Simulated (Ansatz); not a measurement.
# BH3Se3: one species, many methods

One table from this session's results is given with a row withheld; the runs are named, their logs left out.

Method: functionals in def2-TZVPP, the program's frozen cores in correlated methods; program: Ansatz 0.2.0, Gaussian basis.

The runs, in order: LDA (SPW92), PBE-D4, revPBE-D4, BLYP-D4, r2SCAN-D4, B97M-V, PBE0-D4, B3LYP-D4, r2SCANh-D4, r2SCAN0-D4, HSE06-D4, BHLYP-D4, CAM-B3LYP-D4, LC-ωPBE, ωB97X-V, ωB97M-V, B2PLYP, PBE-QIDH; CCSD(T)/def2-SVP; CCSD(T)/def2-TZVPP; MP2/def2-QZVPP; extrapolation to the limit; RPA on PBE.

## Structure used throughout

All runs share one geometry, relaxed beforehand with PBE0-D4 in a triple-zeta def2 set.

SMILES `[SeH]B([SeH])[SeH]`, 7 atoms, charge 0, spin multiplicity 1.

Atoms are counted from 1 here; the program's logs count them from 0.

Bond lengths: Se1–B2 1.937 Å, Se1–H5 1.467 Å, B2–Se3 1.943 Å, B2–Se4 1.933 Å, Se3–H6 1.469 Å, Se4–H7 1.469 Å. Angles: B2–Se1–H5 96.2°, Se1–B2–Se3 115.3°, Se1–B2–Se4 126.1°, Se3–B2–Se4 118.6°, B2–Se3–H6 95.8°, B2–Se4–H7 97.2°.

Set-up of the first run:

Input file in.yaml:

```yaml
crystal:
  periodic: [false, false, false]
  atoms:
    - {symbol: Se, position_ang: [-1.902130, 0.511173, 0.289625]}
    - {symbol: B, position_ang: [-0.037000, -0.007986, 0.358438]}
    - {symbol: Se, position_ang: [0.687663, -0.262336, 2.142678]}
    - {symbol: Se, position_ang: [1.125954, -0.284924, -1.160669]}
    - {symbol: H, position_ang: [-1.994591, 0.580649, -1.173077]}
    - {symbol: H, position_ang: [2.041709, -0.624440, 1.702669]}
    - {symbol: H, position_ang: [0.139696, 0.019863, -2.205466]}
basis:
  gaussian: {orbitals: def2-TZVPP}
hamiltonian: {xc: lda}
output: {orbitals: {seedname: orbitals}}
```

Steps of the session up to this table: LDA; PBE-D4 (GGA); revPBE-D4 (GGA); BLYP-D4 (GGA); r2SCAN-D4 (meta-GGA); B97M-V (meta-GGA); PBE0-D4 (hybrid); B3LYP-D4 (hybrid); r2SCANh-D4 (hybrid); r2SCAN0-D4 (hybrid); HSE06-D4 (hybrid); BHLYP-D4 (hybrid); CAM-B3LYP-D4 (range-separated); LC-ωPBE-D4 (range-separated; the results give it without D4); ωB97X-V (range-separated); ωB97M-V (range-separated); B2PLYP (double hybrid); PBE-QIDH (double hybrid).

One of the session's tables, all rows but one given; the rest of the session is left out.

It belongs to the step «Orbital energies across the functionals». 

```
  functional  HOMO (eV)  gap (eV)
 LDA (SPW92)      -6.17      4.09
      PBE-D4      -6.01      4.14
   revPBE-D4      -5.96      4.17
     BLYP-D4      -5.83      4.09
   r2SCAN-D4      -6.30      4.63
      B97M-V      -6.32      4.64
     PBE0-D4      -7.11      6.02
    B3LYP-D4      -6.87      5.63
  r2SCANh-D4      -6.70      5.31
  r2SCAN0-D4      -7.30      6.33
    HSE06-D4      -6.72      5.26
    BHLYP-D4          ?         ?
CAM-B3LYP-D4      -8.34      8.35
     LC-ωPBE      -9.68     10.64
     ωB97X-V      -9.34     10.30
     ωB97M-V      -9.20     10.04
```

**Question.** Estimate the row for BHLYP-D4.

Worked estimate for «HOMO (eV)». Against the share of exact exchange, BLYP-D4 (0, -5.83), B3LYP-D4 (0.2, -6.87) give a slope of -5.20 per unit share; at 0.5 the line stands at -8.43.

**Answer.** HOMO (eV): -8.05; gap (eV): 7.91. In «HOMO (eV)» the line misses by -0.38.
